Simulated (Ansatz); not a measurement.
**ClH6N3Sn: small, medium and large basis sets**

One table from this session's results is given with a row withheld; the runs are named, their logs left out.

Program: Ansatz 0.2.0, Gaussian basis. Level of theory: one geometry, several basis sets. These are calculated values, not measurements.

Levels to be run: PBE0-D4/def2-SVP; ωB97M-V/def2-SVP; PBE0-D4/def2-QZVPP; ωB97M-V/def2-QZVPP; the functionals' def2-TZVPP values are taken from earlier runs.

## Structure used throughout

All runs share one geometry, relaxed beforehand with PBE0-D4 in a triple-zeta def2 set. Sn takes the def2 core potential; no spin-orbit term is included.

SMILES `[NH2][Sn]([NH2])([NH2])[Cl]`, 11 atoms, charge 0, spin multiplicity 1.

Atoms are counted from 1 here; the program's logs count them from 0.

Bond lengths: N1–Sn2 2.006 Å, N1–H6 1.013 Å, N1–H7 1.012 Å, Sn2–N3 2.006 Å, Sn2–N4 2.006 Å, Sn2–Cl5 2.354 Å, N3–H8 1.013 Å, N3–H9 1.012 Å, N4–H10 1.013 Å, N4–H11 1.012 Å. Angles: Sn2–N1–H6 112.0°, Sn2–N1–H7 113.7°, H6–N1–H7 108.2°, N1–Sn2–N3 109.2°, N1–Sn2–N4 109.2°, N1–Sn2–Cl5 109.8°, N3–Sn2–N4 109.2°, N3–Sn2–Cl5 109.8°, N4–Sn2–Cl5 109.8°, Sn2–N3–H8 112.0°, Sn2–N3–H9 113.6°, H8–N3–H9 108.2°, Sn2–N4–H10 112.0°, Sn2–N4–H11 113.7°, H10–N4–H11 108.2°.

The first run:

Input file in.yaml:

```yaml
crystal:
  periodic: [false, false, false]
  atoms:
    - {symbol: N, position_ang: [-1.644604, 0.994811, -0.146747]}
    - {symbol: Sn, position_ang: [0.175242, 0.173230, 0.041677]}
    - {symbol: N, position_ang: [0.162447, -1.108383, 1.584351]}
    - {symbol: N, position_ang: [0.625098, -0.823905, -1.639307]}
    - {symbol: Cl, position_ang: [1.774865, 1.858954, 0.419726]}
    - {symbol: H, position_ang: [-1.955359, 1.012535, -1.110235]}
    - {symbol: H, position_ang: [-1.705933, 1.934683, 0.223038]}
    - {symbol: H, position_ang: [-0.642540, -0.973509, 2.183524]}
    - {symbol: H, position_ang: [0.994933, -1.061691, 2.157634]}
    - {symbol: H, position_ang: [1.018427, -1.736586, -1.445628]}
    - {symbol: H, position_ang: [1.262923, -0.327040, -2.247734]}
basis:
  gaussian: {orbitals: def2-SVP}
hamiltonian: {xc: pbe0, dispersion: d4}
output: {orbitals: {seedname: orbitals}}
```

Run with:

```console
> ansatz run in.yaml --threads 8 --pin off --events-out ev --progress --plain --max-ram 18278MiB
```

Steps of the session up to this table: PBE0-D4 in def2-SVP; ωB97M-V in def2-SVP; PBE0-D4 in def2-QZVPP; ωB97M-V in def2-QZVPP.

One of the session's tables, all rows but one given; the rest of the session is left out.

```
functional       basis  HOMO (eV)
   PBE0-D4    def2-SVP          ?
   PBE0-D4  def2-TZVPP      -7.73
   PBE0-D4  def2-QZVPP      -7.78
   ωB97M-V    def2-SVP      -9.73
   ωB97M-V  def2-TZVPP     -10.06
   ωB97M-V  def2-QZVPP     -10.11
```

**Question.** Estimate the row for PBE0-D4, def2-SVP.

As computed: HOMO (eV): -7.43. In the column «HOMO (eV)» it is the highest.
